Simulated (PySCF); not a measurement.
# CH8O2Si2 (SMILES CO[SiH](O)[SiH3]): levels of theory compared

Wanted: a comparison of 6 runs (HF/STO-3G, HF/3-21G, HF/def2-SVP, B3LYP/6-31G*, PBE/cc-pVDZ, TPSSh/aug-cc-pVDZ) of CH8O2Si2. Input form: a Python script.

The results are computed with PySCF 2.14.0.

## Step 1: The molecule

The species is CH8O2Si2 (13 atoms), meant as a singlet with charge 0. As SMILES, `CO[SiH](O)[SiH3]`. The shape is that of a PBE0-D4/def2-TZVP optimisation. This is one conformer, not always the lowest.

Bond lengths: C1–O2 1.411 Å, O2–Si3 1.640 Å, Si3–O4 1.649 Å, Si3–Si5 2.343 Å, C1–H6 1.091 Å, C1–H7 1.096 Å, C1–H8 1.094 Å, Si3–H9 1.487 Å, O4–H10 0.958 Å, Si5–H11 1.490 Å, Si5–H12 1.487 Å, Si5–H13 1.489 Å. Some angles: C1–O2–Si3 123.7°, O2–Si3–O4 113.1°, O2–Si3–Si5 104.5°, O4–Si3–Si5 112.2°, O2–C1–H6 108.3°, O2–C1–H7 111.4°, O2–C1–H8 111.1°, O2–Si3–H9 109.6°, O4–Si3–H9 103.1°, Si5–Si3–H9 114.6°.

## Step 2: Energy and gradient at HF/STO-3G (run 1)

Input file run.py:

```python
from pyscf import gto, scf

system = gto.M(
    atom='''
C       -1.358800       1.560200      -1.058000
O       -0.922000       0.548500      -0.176000
Si       0.631500       0.030200      -0.083000
O        1.146300      -0.720800      -1.457600
Si       0.662900      -1.399800       1.772400
H       -2.358800       1.872900      -0.753200
H       -0.695300       2.432100      -1.027300
H       -1.403400       1.192800      -2.087900
H        1.541900       1.201600       0.021500
H        0.760500      -1.572600      -1.667900
H       -0.158200      -2.611200       1.491400
H        0.119400      -0.725400       2.981100
H        2.054600      -1.843500       2.059300
''',
    basis='sto-3g',
    verbose=4,
    max_memory=1860,
)

calc0 = scf.RHF(system)
calc0.conv_tol = 1e-10
calc0.kernel()
if not calc0.converged:
    calc0 = calc0.newton().run(calc0.mo_coeff, calc0.mo_occ)

e_final = calc0.e_tot
print('E = %.10f Eh' % e_final)
grad = calc0.nuc_grad_method().kernel()
calc0.analyze()
```

Started as:

```bash
OMP_NUM_THREADS=1 python run.py
```

Standard output:

```text
PySCF version 2.14.0

[... 80 lines left out ...]
Nuclear Repulsion Energy =             304.619241421459037
[... 10 lines left out ...]
MO #5   energy= -11.0836763576191  occ= 2
[... 8 lines left out ...]
MO #14  energy= -1.26220693922771  occ= 2
[... 8 lines left out ...]
MO #23  energy= -0.438549412769108 occ= 2
[... 8 lines left out ...]
MO #32  energy= 0.468187254435384  occ= 0
[... 8 lines left out ...]
MO #41  energy= 0.791762752328983  occ= 0
[... 57 lines left out ...]
Dipole moment(X, Y, Z, Debye): -0.14479, -0.29323,  0.09154
```

Wall time 4.5 s (1 thread of Intel Xeon at 2.70GHz, shared host); peak memory 0.12 GiB.

## Step 3: Energy and gradient at HF/3-21G (run 2)

Input file calc.py:

```python
import pyscf.grad
from pyscf import gto

mol = gto.M(
    atom=[
    ('C', (-1.358800, 1.560200, -1.058000)),
    ('O', (-0.922000, 0.548500, -0.176000)),
    ('Si', (0.631500, 0.030200, -0.083000)),
    ('O', (1.146300, -0.720800, -1.457600)),
    ('Si', (0.662900, -1.399800, 1.772400)),
    ('H', (-2.358800, 1.872900, -0.753200)),
    ('H', (-0.695300, 2.432100, -1.027300)),
    ('H', (-1.403400, 1.192800, -2.087900)),
    ('H', (1.541900, 1.201600, 0.021500)),
    ('H', (0.760500, -1.572600, -1.667900)),
    ('H', (-0.158200, -2.611200, 1.491400)),
    ('H', (0.119400, -0.725400, 2.981100)),
    ('H', (2.054600, -1.843500, 2.059300)),
],
    basis='3-21g',
    verbose=3,
    max_memory=1860,
    spin=0,
)

mf = mol.RHF()
mf.conv_tol = 1e-10
mf.kernel()
if not mf.converged:
    mf = mf.newton().run(mf.mo_coeff, mf.mo_occ)

e_tot = mf.e_tot
print('E = %.10f Eh' % e_tot)
grad = mf.Gradients().kernel()
dip = mf.dip_moment()
pop, q = mf.mulliken_pop()
```

Started as:

```bash
OMP_NUM_THREADS=1 python calc.py
```

Standard output:

```text
converged SCF energy = -766.046158555723
[... 9 lines left out ...]
Dipole moment(X, Y, Z, Debye): -0.90014,  0.06736, -0.82748
[... 83 lines left out ...]
charge of   12H =     -0.16058
```

Run time: 5.7 s. Hardware: 1 thread of Intel Xeon at 2.70GHz, shared host; peak memory 0.14 GiB.

## Step 4: Energy and gradient at HF/def2-SVP (run 3)

Input file run.py:

```python
import pyscf.grad
from pyscf import gto, scf

mol = gto.M(
    atom='''
C     -2.567760     2.948351    -1.999330
O     -1.742327     1.036515    -0.332592
Si     1.193362     0.057070    -0.156847
O      2.166193    -1.362115    -2.754465
Si     1.252699    -2.645239     3.349351
H     -4.457486     3.539268    -1.423342
H     -1.313927     4.596003    -1.941316
H     -2.652042     2.254065    -3.945559
H      2.913769     2.270695     0.040629
H      1.437137    -2.971783    -3.151874
H     -0.298955    -4.934453     2.818338
H      0.225633    -1.370807     5.633463
H      3.882631    -3.483710     3.891513
''',
    unit='bohr',
    max_memory=1860,
    verbose=4,
    basis='def2-svp',
    spin=0,
)

hf = scf.RHF(mol)
hf.conv_tol = 1e-10
hf.kernel()
if not hf.converged:
    hf = hf.newton().run(hf.mo_coeff, hf.mo_occ)

e_final = hf.e_tot
print('E(%s) = %.9f' % ('HF', e_final))
grad = hf.Gradients().kernel()
hf.analyze()
```

Started as:

```bash
OMP_NUM_THREADS=1 python run.py
```

Standard output:

```text
PySCF version 2.14.0

[... 98 lines left out ...]
MO #8   energy= -4.27027248607835  occ= 2
[... 21 lines left out ...]
MO #30  energy= 0.132735474424333  occ= 0
[... 21 lines left out ...]
MO #52  energy= 0.667888708351529  occ= 0
[... 21 lines left out ...]
MO #74  energy= 1.35475190043577   occ= 0
[... 21 lines left out ...]
MO #96  energy= 2.17989998343277   occ= 0
[... 21 lines left out ...]
MO #118 energy= 4.09715097823084   occ= 0
[... 134 lines left out ...]
Dipole moment(X, Y, Z, Debye): -0.91248,  0.06261, -0.89265
```

It took 27 s on 1 thread of Intel Xeon at 2.70GHz, shared host; peak memory 0.3 GiB.

Runs 4 to 5 aren't shown in full; the table further down has their settings and results.

## Step 5: Energy and gradient at TPSSh/aug-cc-pVDZ (run 6)

Input file job.py:

```python
# CO[SiH](O)[SiH3]
import pyscf.grad
from pyscf import gto, dft

system = gto.M(
    atom='''
C     -2.567760     2.948351    -1.999330
O     -1.742327     1.036515    -0.332592
Si     1.193362     0.057070    -0.156847
O      2.166193    -1.362115    -2.754465
Si     1.252699    -2.645239     3.349351
H     -4.457486     3.539268    -1.423342
H     -1.313927     4.596003    -1.941316
H     -2.652042     2.254065    -3.945559
H      2.913769     2.270695     0.040629
H      1.437137    -2.971783    -3.151874
H     -0.298955    -4.934453     2.818338
H      0.225633    -1.370807     5.633463
H      3.882631    -3.483710     3.891513
''',
    verbose=4,
    spin=0,
    charge=0,
    unit='bohr',
    max_memory=1860,
    basis='aug-cc-pvdz',
)

ks = dft.RKS(system)
ks.xc = 'tpssh'
ks.conv_tol = 1e-10
ks.grids.level = 5
ks.kernel()
if not ks.converged:
    ks = ks.newton().run(ks.mo_coeff, ks.mo_occ)

energy = ks.e_tot
print('Final energy', energy)
grad = ks.Gradients().kernel()
ks.analyze()
```

Started as:

```bash
OMP_NUM_THREADS=1 python job.py
```

Standard output:

```text
PySCF version 2.14.0

[... 124 lines left out ...]
MO #20  energy= -0.441051580268221 occ= 2
[... 34 lines left out ...]
MO #55  energy= 0.134340500641535  occ= 0
[... 34 lines left out ...]
MO #90  energy= 0.443017667530166  occ= 0
[... 34 lines left out ...]
MO #125 energy= 0.847119885548486  occ= 0
[... 34 lines left out ...]
MO #160 energy= 1.859084386821     occ= 0
[... 34 lines left out ...]
MO #195 energy= 3.86992613726592   occ= 0
[... 211 lines left out ...]
Dipole moment(X, Y, Z, Debye): -0.78932, -0.03695, -0.70371
```

It took 6.2 min on 1 thread of Intel Xeon at 2.70GHz, shared host; peak memory 3 GiB.

## Step 6: The series

```
run                               level  integration grid  energy (Eh)  dipole moment (D)  HOMO energy (eV)  LUMO energy (eV)  wall time
  1                           HF/STO-3G                 –  -760.989162               0.34             -8.09             10.57      4.5 s
  2                            HF/3-21G                 –  -766.046159               1.22            -10.66              3.83      5.7 s
  3                         HF/def2-SVP                 –  -769.854007               1.28            -10.76              3.61       27 s
  4  B3LYP/6-31G* (spherical functions)                 5  -772.409249               1.25             -7.52              0.21       75 s
  5                         PBE/cc-pVDZ                 5  -771.875281               1.28             -6.48             -0.52       90 s
  6                   TPSSh/aug-cc-pVDZ                 5  -772.480100               1.06             -7.31             -0.65    6.2 min
```

## Step 7: Outcome

| quantity | value |
| --- | --- |
| run 6: total energy | -772.48010 Eh |
| run 6: dipole moment | 1.06 D |
| run 6: HOMO energy | -7.31 eV |
| run 6: LUMO energy | -0.65 eV |
| run 6: HOMO–LUMO gap | 6.66 eV |
| run 6: largest force on an atom | 1.541 eV/Å |

The dipole moment (its size) runs from 0.34 D (HF/STO-3G) to 1.28 D (PBE/cc-pVDZ). The two ends differ in method and basis. The HOMO–LUMO gap runs from 5.96 eV (PBE/cc-pVDZ) to 18.66 eV (HF/STO-3G). Totals of different functionals can't be ranked against each other. In run 1 the basis is minimal, so the values are rough. All runs together took 9.6 min, the longest 6.2 min.
